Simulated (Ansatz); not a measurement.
# CH13InNSbSi3: how energies converge with the basis set

Aim: see how fast density functionals converge with the basis set for CH13InNSbSi3.

Program: Ansatz 0.2.0, Gaussian basis. Level of theory: one geometry, several basis sets. These are calculated values, not measurements.

The runs, in order: PBE0-D4/def2-SVP; ωB97M-V/def2-SVP; PBE0-D4/def2-QZVPP; ωB97M-V/def2-QZVPP; the functionals' def2-TZVPP values are taken from earlier runs.

### Step 1. Structure used throughout

An earlier PBE0-D4/def2-TZVP relaxation fixed the geometry. In, Sb take the def2 core potential; no spin-orbit term is included.

SMILES `[SiH3][InH][SbH][CH2]N([SiH3])[SiH3]`, 20 atoms, charge 0, spin multiplicity 1.

Atoms are counted from 1 here; the program's logs count them from 0.

Bond lengths: Si1–In2 2.577 Å, Si1–H8 1.490 Å, Si1–H9 1.492 Å, Si1–H10 1.491 Å, In2–Sb3 2.814 Å, In2–H11 1.737 Å, Sb3–C4 2.211 Å, Sb3–H12 1.712 Å, C4–N5 1.494 Å, C4–H13 1.094 Å, C4–H14 1.093 Å, N5–Si6 1.764 Å, N5–Si7 1.766 Å, Si6–H15 1.479 Å, Si6–H16 1.488 Å, Si6–H17 1.483 Å, Si7–H18 1.482 Å, Si7–H19 1.489 Å and more. Angles: In2–Si1–H8 112.6°, In2–Si1–H9 109.4°, In2–Si1–H10 112.7°, H8–Si1–H9 107.2°, H8–Si1–H10 107.4°, H9–Si1–H10 107.2°, Si1–In2–Sb3 123.9°, Si1–In2–H11 121.4°, Sb3–In2–H11 114.4°, In2–Sb3–C4 74.6°, In2–Sb3–H12 91.5°, C4–Sb3–H12 92.6°, Sb3–C4–N5 112.4°, Sb3–C4–H13 110.9°, Sb3–C4–H14 105.1°, N5–C4–H13 111.5°, N5–C4–H14 109.6°, H13–C4–H14 107.0° and more.

### Step 2. PBE0-D4 in def2-SVP

in.yaml

```yaml
crystal:
  periodic: [false, false, false]
  atoms:
    - {symbol: Si, position_ang: [3.017925, -0.863311, 0.411932]}
    - {symbol: In, position_ang: [1.170597, -0.446514, -1.336535]}
    - {symbol: Sb, position_ang: [-0.977477, -2.204936, -1.797675]}
    - {symbol: C, position_ang: [-1.864512, -0.445690, -0.794527]}
    - {symbol: N, position_ang: [-0.841517, 0.385636, -0.091264]}
    - {symbol: Si, position_ang: [-0.602746, -0.075107, 1.594844]}
    - {symbol: Si, position_ang: [-1.002639, 2.113850, -0.416762]}
    - {symbol: H, position_ang: [2.587016, -1.798576, 1.488453]}
    - {symbol: H, position_ang: [4.203862, -1.474013, -0.255921]}
    - {symbol: H, position_ang: [3.480102, 0.392570, 1.070193]}
    - {symbol: H, position_ang: [1.273463, 0.871168, -2.463957]}
    - {symbol: H, position_ang: [-0.697637, -3.009598, -0.312718]}
    - {symbol: H, position_ang: [-2.669356, -0.747271, -0.117803]}
    - {symbol: H, position_ang: [-2.322636, 0.138790, -1.596515]}
    - {symbol: H, position_ang: [-0.232022, -1.505751, 1.659196]}
    - {symbol: H, position_ang: [-1.863097, 0.143607, 2.355494]}
    - {symbol: H, position_ang: [0.475893, 0.790718, 2.128694]}
    - {symbol: H, position_ang: [0.219162, 2.780592, 0.093008]}
    - {symbol: H, position_ang: [-2.205606, 2.670559, 0.262328]}
    - {symbol: H, position_ang: [-1.148787, 2.283267, -1.880454]}
basis:
  gaussian: {orbitals: def2-SVP}
hamiltonian: {xc: pbe0, dispersion: d4}
output: {orbitals: {seedname: orbitals}}
```

Started as:

```bash
> ansatz run in.yaml --threads 4 --pin off --events-out ev --progress --plain --max-ram 46080MiB --backend cpu
```

After this run come: ωB97M-V in def2-SVP; PBE0-D4 in def2-QZVPP; ωB97M-V in def2-QZVPP.

Before running them: what should the planned runs give, taken together? Wanted: PBE0-D4: double and triple zeta above quadruple; ωB97M-V: double and triple zeta above quadruple.

The runs gave:

| quantity | value |
| --- | --- |
| PBE0-D4: double and triple zeta above quadruple | 12.76, 1.05 eV |
| ωB97M-V: double and triple zeta above quadruple | 13.00, 1.00 eV |

**Reading.** PBE0-D4 gains 11.71 eV from double to triple zeta, then 1.05 eV more. These are total energies; as a rule much of such shifts cancels in differences, which this series doesn't test.
